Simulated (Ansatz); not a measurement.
BH6NSeSi, SMILES B[SiH](N)[SeH]: an atomisation energy, run with the Python package of Ansatz (0.2.0).

`tae.py`
```python
# -*- coding: utf-8 -*-
"""Energy to split BH6NSeSi into its atoms."""

from collections import Counter

import ansatz

BASIS_SET = "def2-TZVP"
XC = "PBE"


def total_energy(molecule, charge=0, unpaired=0):
    calc = (
        molecule.calculation()
        .basis(gaussian=BASIS_SET)
        .functional(XC)
    )
    if charge:
        calc = calc.charge(charge)
    if unpaired:
        calc = calc.spin("collinear", total=unpaired)
    return calc.run(threads=1, pin="off").report["free_energy_ev"]


def main():
    geometry = (
        ansatz.Crystal.molecule()
        .atom("B", (-1.1708, 0.9877, -0.3901))
        .atom("Si", (0.355, 0.02, 0.0994))
        .atom("N", (-0.1669, -1.4701, 0.937))
        .atom("Se", (1.6096, -0.5123, -1.7786))
        .atom("H", (-1.8621, 0.6186, -1.3214))
        .atom("H", (-1.8103, 1.6019, 0.4565))
        .atom("H", (1.2276, 0.841, 0.9914))
        .atom("H", (0.7832, -1.9468, 1.2202))
        .atom("H", (-0.5988, -1.1576, 1.8779))
        .atom("H", (1.7168, 0.9663, -2.0893))
    )

    # Hund ground states
    unpaired = {"B": 1, "Si": 2, "N": 3, "Se": 2, "H": 1}
    counts = Counter(site.symbol for site in geometry.cartesian_sites)
    atom_energy = {s: total_energy(ansatz.Crystal.molecule().atom(s, (0, 0, 0)), 0, unpaired[s]) for s in counts}
    whole = total_energy(geometry, 0, 0)
    for s, e in atom_energy.items():
        print(f"{s:2s} x{counts[s]}  {e:14.5f} eV")
    print(f"BH6NSeSi: {whole:.5f} eV")
    split = sum(counts[s] * e for s, e in atom_energy.items()) - whole
    print(f"atomisation energy (no zero-point term): {96.485332 * split:.1f} kJ/mol, {split / sum(counts.values()):.3f} eV an atom")


if __name__ == "__main__":
    main()
```

What does it cost to take this molecule apart into atoms?

3057.2 kJ/mol from the electronic energies, without the zero-point term.

The run itself:

Output of `python tae.py`:
```text
B  x1      -669.67447 eV
Si x1     -7870.15470 eV
N  x1     -1483.89518 eV
Se x1    -65337.93669 eV
H  x6       -13.59523 eV
BH6NSeSi: -75474.91817 eV
atomisation energy (no zero-point term): 3057.2 kJ/mol, 3.169 eV an atom
```

Reading the output:
- Total energies depend on the basis set; only differences at equal settings carry meaning.
- The geometry is a force-field or estimated start, not a minimum of this method, and the basis set is short of its limit. All parts are taken at fixed geometry, without zero-point energy.
- This functional overbinds, so such energies come out a few per cent too high (LDA far more).
- The spin-orbit lowering of heavy atoms is left out.
- Hardware and time: 11 s on 1 thread of Intel(R) Xeon(R) Platinum 8259CL CPU @ 2.50GHz (Skylake/Cascade Lake) (shared host), peak memory 0.29 GiB.
